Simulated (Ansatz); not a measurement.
# NaTi5Se8: the cost of one run

Computed with Ansatz 0.2.0 (DFT r2SCAN, scalar-relativistic, plane waves, PAW, unless a step's input says otherwise).

### Step 1. The starting structure

The structure is monoclinic, space group C2/m (No. 12). The conventional cell has a = 18.967 Å, b = 3.641 Å, c = 9.041 Å, α = 90.00°, β = 104.93°, γ = 90.00°. Around Na (site symmetry 2/m) lie 10 Se at 3.34 to 3.60 Å and 2 Na at 3.64 Å. Ti (site symmetry 2/m) is surrounded by 6 Se at 2.57 to 2.63 Å. Ti (site symmetry m) has 6 Se at 2.49 to 2.72 Å as nearest neighbours. Around Ti (site symmetry m) lie 6 Se at 2.50 to 2.69 Å. Se (site symmetry m) has 4 Ti at 2.49 to 2.66 Å and 1 Na at 3.60 Å as nearest neighbours. Se (site symmetry m) is surrounded by 3 Ti at 2.55 to 2.63 Å and 2 Na at 3.34 Å. Se (site symmetry m) has 3 Ti at 2.50 to 2.56 Å and 2 Na at 3.55 Å as nearest neighbours. Around Se (site symmetry m) lie 5 Ti at 2.68 to 2.72 Å.

Coordinates:

```
CELL_PARAMETERS angstrom
9.48328 -1.82027 0.00000
9.48328 1.82027 0.00000
-2.32972 0.00000 8.73550
ATOMIC_POSITIONS crystal
Na 0.50000 0.50000 0.50000
Ti 0.00000 0.00000 0.00000
Ti 0.65032 0.65032 0.98385
Ti 0.70963 0.70963 0.35132
Ti 0.29037 0.29037 0.64868
Ti 0.34968 0.34968 0.01615
Se 0.57451 0.57451 0.17130
Se 0.08207 0.08207 0.80617
Se 0.16027 0.16027 0.49618
Se 0.23861 0.23861 0.15564
Se 0.76139 0.76139 0.84436
Se 0.83973 0.83973 0.50382
Se 0.91793 0.91793 0.19383
Se 0.42549 0.42549 0.82870
```

Source of the structure: the Materials Project (structure only).

(A quick probe on a coarse mesh, which set the mesh and smearing, is not shown.)

### Step 3. The relaxation

input.yaml

```yaml
crystal:
  lattice:
    - [9.4832819826, -1.82027285, 0.0]
    - [9.4832819826, 1.82027285, 0.0]
    - [-2.3297150932, 0.0, 8.7355041956]
  atoms:
    - { symbol: Na, position: [0.5, 0.5, 0.5] }
    - { symbol: Ti, position: [0.0, 0.0, 0.0], spin: -0.79 }
    - { symbol: Ti, position: [0.65031994, 0.65031994, 0.98385351], spin: -0.6 }
    - { symbol: Ti, position: [0.70963363, 0.70963363, 0.35132394], spin: 0.78 }
    - { symbol: Ti, position: [0.29036637, 0.29036637, 0.64867606], spin: 0.78 }
    - { symbol: Ti, position: [0.34968006, 0.34968006, 0.01614649], spin: -0.6 }
    - { symbol: Se, position: [0.57451161, 0.57451161, 0.17129993] }
    - { symbol: Se, position: [0.08207483, 0.08207483, 0.80616727] }
    - { symbol: Se, position: [0.1602722, 0.1602722, 0.49617948] }
    - { symbol: Se, position: [0.23861494, 0.23861494, 0.15563711] }
    - { symbol: Se, position: [0.76138506, 0.76138506, 0.84436289] }
    - { symbol: Se, position: [0.8397278, 0.8397278, 0.50382052] }
    - { symbol: Se, position: [0.91792517, 0.91792517, 0.19383273] }
    - { symbol: Se, position: [0.42548839, 0.42548839, 0.82870007] }
basis:
  ecutwfc: 500
kpoints:
  mp_grid: { grid: [8, 8, 4] }
hamiltonian:
  xc: r2scan
scf:
  occupations: { method: gaussian, width: 0.1 }
output:
  forces: true
  stress: true
  eigenvalues: true
  populations: true
magnetization:
  spin_polarized: true
relax:
  adjacent_minimum: "off"
  f_tol: 0.02
  max_steps: 70
  cell: { stress_tol: 0.1 }
```

Started as:

```console
ansatz run input.yaml --threads 2 --pin off --max-ram 5120MiB --backend cpu --events-out ev --progress --plain --runs-dir out
```

**Question.** How long does this run take on 2 threads of AMD EPYC 9R45 (Zen 5), shared host, and how much memory does it need?

About 12 min, with a peak of 4.4 GiB.
